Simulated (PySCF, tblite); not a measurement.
**C₆H₁₀BNO: geometry, infrared bands and NMR shifts**

Wanted: the infrared bands and NMR shifts of C₆H₁₀BNO (`CO/C(C#N)=C/B(C)C`), by calculation.

The runs use tblite 0.8.0 and PySCF 2.14.0, with density-fitted response routines of our own; the level of theory stands in each step. All values are computed, except where a source is named. Atoms are numbered from 0 throughout.

### Step 1. The molecule as given

19 atoms, charge 0, multiplicity 1; geometry from: force field or distance geometry start.

Bonds of the start (Å): C0–O1 1.44, O1–C2 1.40, C2–C3 1.44, C3–N4 1.17, C2–C5 1.36, C5–B6 1.58, B6–C7 1.58, B6–C8 1.60, C0–H9 1.10, C0–H10 1.11, C0–H11 1.11, C5–H12 1.07, C7–H13 1.12, C7–H14 1.11, C7–H15 1.12, C8–H16 1.11, C8–H17 1.11, C8–H18 1.11.

### Step 2. Optimising the geometry with GFN2-xTB

Job settings and geometry (Å):

```
{"job": {"kind": "relax", "xc": "GFN2-xTB", "basis": "xTB"}, "charge": 0, "multiplicity": 1}
C      3.600800     0.140800     0.033900
O      2.347800     0.031800    -0.666600
C      1.112300     0.037300    -0.018000
C      1.029000     0.187100     1.409100
N      0.981700     0.289200     2.576200
C      0.006600    -0.078300    -0.796500
B     -1.509200    -0.089800    -0.349000
C     -2.604100    -0.243500    -1.484200
C     -1.981500     0.034600     1.174800
H      4.419100     0.102800    -0.694400
H      3.634300     1.110900     0.573800
H      3.704100    -0.698500     0.754900
H      0.163600    -0.175000    -1.851200
H     -2.444300    -1.205200    -2.030300
H     -2.521900     0.603100    -2.202500
H     -3.636100    -0.244800    -1.047100
H     -3.092200     0.004500     1.243200
H     -1.575100    -0.807500     1.769200
H     -1.645000     1.009900     1.597400
```

Run with:

```sh
OMP_NUM_THREADS=1 python probes_run.py task.json out
```

The driver reads the jobs from task.json and runs them one after another.

**Question.** This job is followed by: GFN2-xTB harmonic vibrations, gas phase; GIAO PBE0/pcSseg-1 NMR shielding, non-relativistic, gas phase. Predict these results of the whole session: strongest single infrared mode (GFN2-xTB); zero-point energy (GFN2-xTB); 13C shifts against TMS (PBE0/pcSseg-1, means over atoms taken as alike); 1H shifts against TMS (PBE0/pcSseg-1, means over atoms taken as alike); 17O shifts against H2O (PBE0/pcSseg-1); 15N shifts against NH3 (PBE0/pcSseg-1); 11B shifts against BF3·OEt2 (PBE0/pcSseg-1); surface potential, 1st and 99th percentile.

As calculated:

| quantity | value |
| --- | --- |
| strongest single infrared mode (GFN2-xTB) | 1110 cm⁻¹, 364 km/mol |
| zero-point energy (GFN2-xTB) | 93.1 kcal/mol |
| 13C shifts against TMS (PBE0/pcSseg-1, means over atoms taken as alike) | 153.4, 132.9, 119.3, 58.0, 16.2 ppm |
| 1H shifts against TMS (PBE0/pcSseg-1, means over atoms taken as alike) | 6.67, 4.05, 1.15 ppm |
| 17O shifts against H2O (PBE0/pcSseg-1) | 128.9 ppm |
| 15N shifts against NH3 (PBE0/pcSseg-1) | 343.2 ppm |
| 11B shifts against BF3·OEt2 (PBE0/pcSseg-1) | 74.2 ppm |
| surface potential, 1st and 99th percentile | -1.43 V and 1.15 V |

**Reading.** Over 46 steps the energy fell by 0.315 eV; of the close pairs, O1–C2 changed most, 1.395 to 1.361 Å. The lowest mode is imaginary (51i cm⁻¹), so the xTB geometry is not a minimum. The strongest single mode, at 1110 cm⁻¹, is spread over many atoms; the largest shares are those of B6, O1. GFN2-xTB is a fitted tight-binding method: band positions and strengths are rough. Its intensities can rank the bands wrongly. The most deshielded carbon is C2 (alkene carbon bearing oxygen), at 153.4 ppm: an sp2 carbon further deshielded by the attached heteroatom. H12 (hydrogen on a β carbon of an enol-ether or enamine type C=C) lies farthest downfield among hydrogen, at 6.67 ppm; attached to an sp2 carbon and in the plane of the double bond. At PBE0/pcSseg-1: Shielding is most anisotropic at N4 (span 433 ppm, paramagnetic term -417 ppm). At PBE0/pcSseg-1, counted by nearest atom on the grid, the HOMO lies on C5 35 %; O1 24 %, the LUMO on C2 21 %; B6 21 %.
